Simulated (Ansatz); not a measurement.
# ClFH2N2W: the cost of one run

The runs use Ansatz 0.2.0, Gaussian basis; the settings change from run to run.

## 1. The geometry

The structure was relaxed beforehand with PBE0-D4 in a triple-zeta def2 set. W takes a core potential in def2 sets; no spin-orbit term is included.

SMILES `[NH]=[W](=[NH])([F])[Cl]`, 7 atoms, charge 0, spin multiplicity 1.

Atoms are counted from 1 here; the program's logs count them from 0.

Bond lengths: N1–W2 1.738 Å, N1–H6 1.008 Å, W2–N3 1.738 Å, W2–F4 1.867 Å, W2–Cl5 2.279 Å, N3–H7 1.008 Å. Angles: W2–N1–H6 155.2°, N1–W2–N3 110.1°, N1–W2–F4 108.3°, N1–W2–Cl5 107.6°, N3–W2–F4 108.3°, N3–W2–Cl5 107.6°, F4–W2–Cl5 115.1°, W2–N3–H7 155.2°.

Coordinates:

```xyz
7
ClFH2N2W
N    -1.1756    0.5151    0.7681
W    -0.1013    0.0025   -0.4987
N     1.2978   -0.7716    0.1829
F    -1.0004   -1.2426   -1.5609
Cl    0.6112    1.8699   -1.5930
H    -1.4631    0.6522    1.7249
H     1.8926   -1.0934    0.9309
```

## 2. HSE06/def2-TZVP

Options: charge +1, multiplicity 2, restricted open-shell orbitals, D3(BJ) with three-body dispersion.

File in.yaml:

```yaml
crystal:
  periodic: [false, false, false]
  atoms:
    - {symbol: N, position_ang: [-1.175561, 0.515072, 0.768055]}
    - {symbol: W, position_ang: [-0.101332, 0.002509, -0.498726]}
    - {symbol: N, position_ang: [1.297774, -0.771610, 0.182923]}
    - {symbol: F, position_ang: [-1.000365, -1.242558, -1.560869]}
    - {symbol: Cl, position_ang: [0.611179, 1.869850, -1.592987]}
    - {symbol: H, position_ang: [-1.463126, 0.652158, 1.724856]}
    - {symbol: H, position_ang: [1.892629, -1.093421, 0.930947]}
basis:
  gaussian: {orbitals: def2-TZVP}
total_charge: 1
magnetization: {spin_polarized: false, initial_magnetization: 1}
hamiltonian: {xc: {name: HSE06}, dispersion: d3bjatm}
```

On the command line:

```
> ansatz run in.yaml --threads 4 --pin off --events-out ev --progress --plain --max-ram 10444MiB
```

**Question.** How long does this run take on 4 threads of Arm Neoverse V1, shared host, and how much memory does it need?

About 25 s, with a peak of 0.84 GiB.
